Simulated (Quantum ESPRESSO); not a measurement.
BiS:

```
Bi S
1.0
     4.00294    0.00000    0.00000
     0.00000    4.00294    0.00000
     0.00000    0.00000    4.00294
Bi S
1 1
Direct
  0.50000 0.50000 0.50000
  0.00000 0.00000 0.00000
```

The cell was built by a generator and needn't be a form met in nature.

| Item | Value |
| --- | --- |
| Program | Quantum ESPRESSO 7.5 |
| Task | Wannier functions |
| Functional | PBE |
| Potentials or basis | PseudoDojo 0.4.1 SR PBE standard |
| Cutoff | 898 eV |
| Density cutoff | 3592 eV |
| k mesh | 6 × 6 × 6 |
| Occupations | fermi-dirac, width 0.05 eV |
| Spin | no spin polarisation |
| Iterations | 0 |
| Mixing beta | 0.5 |
| Most SCF iterations | 120 |
| SCF threshold | 4e-10 Ry |
| k mesh for the Wannier functions | 4 × 4 × 4 |
| Projections | Bi sp, S sp |

Start: atomic projections with disentanglement, frozen window up to 1.0 eV over the reference level; the lowest 5 bands are left out; no minimisation of the spread. The reference level is the Fermi level, or the middle of the gap.

Q: With atomic projections with disentanglement, how many functions result, how localised are they, and how well do they interpolate the bands?

A: 8 functions with spreads from 0.95 to 2.46 Å², 14.4 Å² in all; they miss the direct bands by 34 meV (root mean square).

Wannier functions:
| function | nearest atom | distance (Å) | spread (Å²) | on-site energy from the reference level (eV) |
| --- | --- | --- | --- | --- |
| 1 | 1 Bi | 0.00 | 1.41 | -10.54 |
| 2 | 1 Bi | 0.00 | 2.46 | -0.06 |
| 3 | 1 Bi | 0.00 | 2.46 | -0.06 |
| 4 | 1 Bi | 0.00 | 2.46 | -0.06 |
| 5 | 2 S | 0.00 | 0.95 | -11.57 |
| 6 | 2 S | 0.00 | 1.55 | -1.61 |
| 7 | 2 S | 0.00 | 1.55 | -1.61 |
| 8 | 2 S | 0.00 | 1.55 | -1.61 |

Parts of the spread (Å²): invariant 9.83, diagonal 0.000, off-diagonal 4.57, total 14.40. Against the direct bands the interpolation misses by 34 meV (root mean square) and 306 meV at most, for states up to 1 eV over the reference level.

Caveat: spin-orbit coupling is left out, which moves the levels of the heavy elements.
